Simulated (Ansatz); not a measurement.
# ZrAs3: the cost of one run

Method: DFT PBE, scalar-relativistic, plane waves, PAW, in Ansatz 0.2.0.

1 further run of the same task is left out (it didn't finish). Runs told in other sessions of the task aren't counted.

### 1 The system as given

It takes space group P6_3/mcm (No. 193, hexagonal). The conventional cell has a = 5.981 Å, b = 5.981 Å, c = 5.452 Å, α = 90.00°, β = 90.00°, γ = 120.00°. Zr (site symmetry -3m) is surrounded by 6 As at 2.34 Å. As (site symmetry m2m) is surrounded by 2 Zr at 2.34 Å.

As a file:

```
Zr As
1.0
     5.98093    0.00000    0.00000
    -2.99047    5.17964    0.00000
     0.00000    0.00000    5.45215
Zr As
2 6
Direct
  0.00000 0.00000 0.00000
  0.00000 0.00000 0.50000
  0.31705 0.00000 0.25000
  0.31705 0.31705 0.75000
  0.00000 0.31705 0.25000
  0.68295 0.00000 0.75000
  0.68295 0.68295 0.25000
  0.00000 0.68295 0.75000
```

The cell is invented: species swapped into a database cell of TiI3 (P6_3/mcm, No. 193), with Zr on the Ti sites and As on the I sites. Lengths come from tabulated atomic sizes and are only a guess.

### 2 A first look at the guess

The input, input.yaml:

```yaml
crystal:
  lattice:
    - [5.98093345, 0.0, 0.0]
    - [-2.99046672, 5.1796403, 0.0]
    - [0.0, 0.0, 5.45214981]
  atoms:
    - { symbol: Zr, position: [0.0, 0.0, 0.0] }
    - { symbol: Zr, position: [0.0, 0.0, 0.5] }
    - { symbol: As, position: [0.31705001, 0.0, 0.25] }
    - { symbol: As, position: [0.31705001, 0.31705001, 0.75] }
    - { symbol: As, position: [0.0, 0.31705001, 0.25] }
    - { symbol: As, position: [0.68294999, 0.0, 0.75] }
    - { symbol: As, position: [0.68294999, 0.68294999, 0.25] }
    - { symbol: As, position: [0.0, 0.68294999, 0.75] }
basis:
  ecutwfc: 420
kpoints:
  mp_grid: { grid: [3, 3, 4] }
hamiltonian:
  xc: pbe
scf:
  occupations: { method: gaussian, width: 0.1 }
  lower_state_search: "off"
output:
  forces: true
  stress: true
  eigenvalues: true
```

Started as:

```
$ ansatz run input.yaml --threads 1 --pin off --max-ram 2560MiB --backend cpu --events-out ev --progress --plain --runs-dir out
```

**Question.** How long does this run take on 1 thread of AMD EPYC 9R45 (Zen 5), shared host, and how much memory does it need?

About 2.1 s, with a peak of 0.51 GiB.
